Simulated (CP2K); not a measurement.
KPt:

```
Pt K
1.0
     3.00085    0.00000    0.00000
    -1.50042    2.59881    0.00000
     0.00000    0.00000    5.34558
Pt K
1 1
Direct
  0.66667 0.33333 0.00000
  0.00000 0.00000 0.50000
```

The cell comes from a database or a generator and needn't be the stable form of this composition.

* Program: CP2K 2026.2
* Task: single point
* Functional: PBE
* Potentials or basis: POTENTIAL_UZH Pt GTH-PBE-q18, K GTH-PBE-q9; TZVP-MOLOPT-PBE-GTH basis
* Density cutoff: 6123 eV
* k mesh: 10 × 10 × 5
* Occupations: fermi-dirac, width 0.05 eV
* Spin: no spin polarisation

On this cell: pressure 0.2 GPa; largest force under 0.003 eV/Å; band gap on the k mesh none (metal or under the smearing width).

The same run follows on a disturbed copy (atoms moved at random, drawn with an rms of 0.05 Å):

```
CELL_PARAMETERS angstrom
3.00085 0.00000 0.00000
-1.50042 2.59881 0.00000
0.00000 0.00000 5.34558
ATOMIC_POSITIONS crystal
Pt 0.67869 0.34565 0.00563
K 0.97504 0.98655 0.50389
```

What changes?

The energy (extrapolated to zero smearing) moves by +1.0 meV/atom; pressure 0.2 GPa; largest force 0.053 eV/Å; band gap on the k mesh none (metal or under the smearing width).

Forces in eV/Å, atoms in the order of the input:
```
Pt  -0.026 -0.028 -0.038
K    0.025  0.028  0.037
```

Stress tensor (GPa, compression positive):
```
-0.36 -0.35  0.01
-0.35  0.27  0.01
 0.01  0.01  0.82
```

Caveats: the basis of atomic orbitals isn't converged, which shifts pressures, moduli and gaps.
